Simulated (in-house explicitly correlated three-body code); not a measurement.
# Two electrons around a charge of +2.5 with a centre of 15 electron masses: exact states

The task here is to estimate one member of a computed series from the others.

Method: two electrons, non-relativistic, variational in exponentially correlated functions. Code: in-house explicitly correlated three-body code version 1.

## What is computed

| Property | Result |
| --- | --- |
| charge of the centre | +2.5 |
| mass of the centre | 15 electron masses |
| interactions | Coulomb |
| basis | 260 functions exp(−a r1 − b r2 − g r12) a state, exponent ranges optimised |
| units | hartree and bohr; relativity and QED are left out |

The first run:

Settings:

```ini
Z = 2.5
nuclear_mass = 15.0
interaction_strength = 1.0
functions = 260
states_tried = 13
```

Command:

```console
$ python run_hyl.py task.json out
```

Steps of the session up to this table: Input and results.

One table of the session follows, with a row left open; its other results are not shown here.

| state | binding (eV) | excitation (eV) | ⟨r12⟩ (bohr) |
| --- | --- | --- | --- |
| 1 ¹S | 43.5242 | 0 | 1.135 |
| 2 ³S | 9.21371 | 34.3105 | 3.453 |
| 2 ¹S | 7.97332 | 35.5509 | 3.932 |
| 2 ³P | 7.92618 | 35.5980 | 3.248 |
| 2 ¹P | 6.91856 | 36.6056 | 3.789 |
| 3 ³S | 3.73798 | 39.7862 | 8.251 |
| 3 ¹S | ? | ? | ? |
| 3 ³P | 3.40698 | 40.1172 | 8.318 |
| 3 ¹P | 3.11237 | 40.4118 | 9.159 |
| 4 ³S | 2.01786 | 41.5063 | 15.21 |
| 4 ¹S | 1.88883 | 41.6354 | 16.23 |

Estimate the missing values for 3 ¹S.

**Answer.** binding (eV): 3.41509; excitation (eV): 40.1091; ⟨r12⟩ (bohr): 9.006. In the column «binding (eV)» it lies between 3 ³P (3.40698) and 3 ³S (3.73798).
